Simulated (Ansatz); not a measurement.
# B₂BrH₃, SMILES BBBr: the interaction energy of a dimer with the counterpoise correction

Computed with Ansatz 0.2.0, Python API.

Typed at the interpreter:
```pycon
>>> import ansatz as az
>>> BASIS = "def2-SVPD"
>>> LEVEL = "mp2"
>>> FIRST = [
...     ("B", (-0.2329, -0.0344, -0.8478)),
...     ("B", (0.2949, -0.194, 0.6777)),
...     ("Br", (-0.077, 1.2053, 2.0557)),
...     ("H", (-0.8244, 0.9892, -1.1412)),
...     ("H", (-0.0758, -0.8218, -1.6973)),
...     ("H", (0.9153, -1.1441, 0.9529)),
... ]
>>> SECOND = [
...     ("B", (4.2162, 0.4033, -0.671)),
...     ("B", (3.613, -1.0608, -1.023)),
...     ("Br", (4.7209, -2.7131, -0.8288)),
...     ("H", (5.3831, 0.4707, -0.3283)),
...     ("H", (3.6205, 1.407, -0.7357)),
...     ("H", (2.5137, -1.1287, -1.4104)),
... ]
>>> def energy(atoms, ghosts=()):
...     molecule = az.Crystal.molecule()
...     for symbol, xyz in atoms:
...         molecule = molecule.atom(symbol, xyz)
...     calc = (
...         molecule.calculation()
...         .basis(gaussian=BASIS)
...         .correlation(LEVEL)
...     )
...     deck = calc.input()
...     if ghosts:
...         deck = deck.set(az.key.basis.gaussian.ghost_atoms, [{"symbol": s, "position_ang": list(xyz)} for s, xyz in ghosts])
...     return az.Session.from_dict(deck).plan().execute().report["free_energy_ev"]
...
>>> # ghost atoms carry the functions of the partner
>>> both = energy(FIRST + SECOND)
>>> alone = energy(FIRST) + energy(SECOND)
>>> ghosted = energy(FIRST, SECOND) + energy(SECOND, FIRST)
>>> print(f"dimer {both:.6f} eV")
dimer -142781.022085 eV
>>> print(f"interaction, uncorrected   {96.485332 * (both - alone):8.3f} kJ/mol")
interaction, uncorrected    -10.574 kJ/mol
>>> print(f"interaction, counterpoise  {96.485332 * (both - ghosted):8.3f} kJ/mol")
interaction, counterpoise    -2.905 kJ/mol
>>> print(f"basis-set superposition    {96.485332 * (alone - ghosted):8.3f} kJ/mol")
basis-set superposition       7.668 kJ/mol
```

Uncorrected it is -10.574 kJ/mol, with the counterpoise correction -2.905 kJ/mol; the difference, 7.669 kJ/mol, is the superposition error.

Notes:
- Total energies depend on the basis set; only differences at equal settings carry meaning.
- The dimer is a generated trial pose of unrelaxed monomers, not a minimum, so the figure is no binding energy, and the basis set is small.
- Finished in 36 s on 1 thread of Arm Neoverse V2, with other jobs on the host, peak memory 0.72 GiB.
